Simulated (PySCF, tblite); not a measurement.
# C₃H₅Cl₂NSi: geometry, infrared bands and NMR shifts

Aim: predict the infrared bands and NMR shifts of C₃H₅Cl₂NSi (`N#CC[SiH2]C(Cl)Cl`).

Computed with tblite 0.8.0 and PySCF 2.14.0, with density-fitted response routines of our own, on a single molecule in the gas phase. Atoms count from 0, in the outputs and in this text.

### 1 The molecule as given

12 atoms, charge 0, multiplicity 1; geometry from: force field or distance geometry start.

Bonds of the start (Å): N0–C1 1.16, C1–C2 1.46, C2–Si3 1.85, Si3–C4 1.84, C4–Cl5 1.77, C4–Cl6 1.79, C2–H7 1.10, C2–H8 1.10, Si3–H9 1.51, Si3–H10 1.49, C4–H11 1.09.

### 2 Geometry optimisation with GFN2-xTB

The job: settings as JSON, then the geometry in Å.

```
{"job": {"kind": "relax", "xc": "GFN2-xTB", "basis": "xTB"}, "charge": 0, "multiplicity": 1}
N     -1.717000     1.789100     1.609700
C     -1.623300     1.012300     0.753300
C     -1.429600     0.015000    -0.298400
Si     0.178300    -0.884500    -0.121700
C      1.602700     0.267300     0.055200
Cl     3.106600    -0.661900     0.198100
Cl     1.683900     1.312500    -1.397000
H     -1.464600     0.521900    -1.272100
H     -2.260700    -0.702600    -0.284500
H      0.075500    -1.775500     1.087300
H      0.330600    -1.807600    -1.282100
H      1.518700     0.913300     0.926300
```

Launch:

```
> OMP_NUM_THREADS=1 python probes_run.py task.json out
```

One launch serves the whole session: the jobs run in the order shown.

**Question.** This job is followed by: GFN2-xTB harmonic vibrations, gas phase; GIAO PBE0/pcSseg-1 NMR shielding, non-relativistic, gas phase. What will the session give for the following? strongest single infrared mode (GFN2-xTB); zero-point energy (GFN2-xTB); ¹³C shifts against TMS (PBE0/pcSseg-1); ¹H shifts against TMS (PBE0/pcSseg-1, means over atoms taken as alike); ¹⁵N shifts against NH3 (PBE0/pcSseg-1); ²⁹Si shifts against TMS (PBE0/pcSseg-1); ³⁵Cl shifts against HCl (PBE0/pcSseg-1, means over atoms taken as alike); surface potential, 1st and 99th percentile.

As calculated:

| quantity | value |
| --- | --- |
| strongest single infrared mode (GFN2-xTB) | 2404 cm⁻¹, 248 km/mol |
| zero-point energy (GFN2-xTB) | 43.8 kcal/mol |
| ¹³C shifts against TMS (PBE0/pcSseg-1) | 120.7, 70.0, -1.7 ppm |
| ¹H shifts against TMS (PBE0/pcSseg-1, means over atoms taken as alike) | 5.96, 4.39, 1.81 ppm |
| ¹⁵N shifts against NH3 (PBE0/pcSseg-1) | 299.2 ppm |
| ²⁹Si shifts against TMS (PBE0/pcSseg-1) | -29.0 ppm |
| ³⁵Cl shifts against HCl (PBE0/pcSseg-1, means over atoms taken as alike) | 216 ppm |
| surface potential, 1st and 99th percentile | -1.68 V and 1.91 V |

**Reading.** Over 72 steps the energy fell by 0.220 eV; of the close pairs, Si3–C4 changed most, 1.840 to 1.924 Å. No mode is imaginary among the 30: a minimum at this level. The strongest single mode, at 2404 cm⁻¹, moves mainly C1 and N0. GFN2-xTB is a fitted tight-binding method: band positions and strengths are rough. Its intensities can rank the bands wrongly. C4 stands next to heavy halogen, whose spin-orbit shielding this run leaves out, so the computed shift lies too far downfield, most of all for carbon beside Br or I. C1 (nitrile carbon) lies farthest downfield among carbon, at 120.7 ppm; C≡N carbons fall here, among the sp2 signals but without a proton. H11 (hydrogen on an sp3 CH bonded to 2 Cl and Si) lies farthest downfield among hydrogen, at 5.96 ppm; its carbon carries Cl, an electronegative neighbour. At PBE0/pcSseg-1: The widest tensor belongs to Cl5, Cl6: span 580 ppm, with a paramagnetic part of -412 ppm. At PBE0/pcSseg-1, counted by nearest atom on the grid, the HOMO lies on Cl5, Cl6 about 31 % each; C4 14 %, the LUMO on Cl6 22 %; C4 22 %.
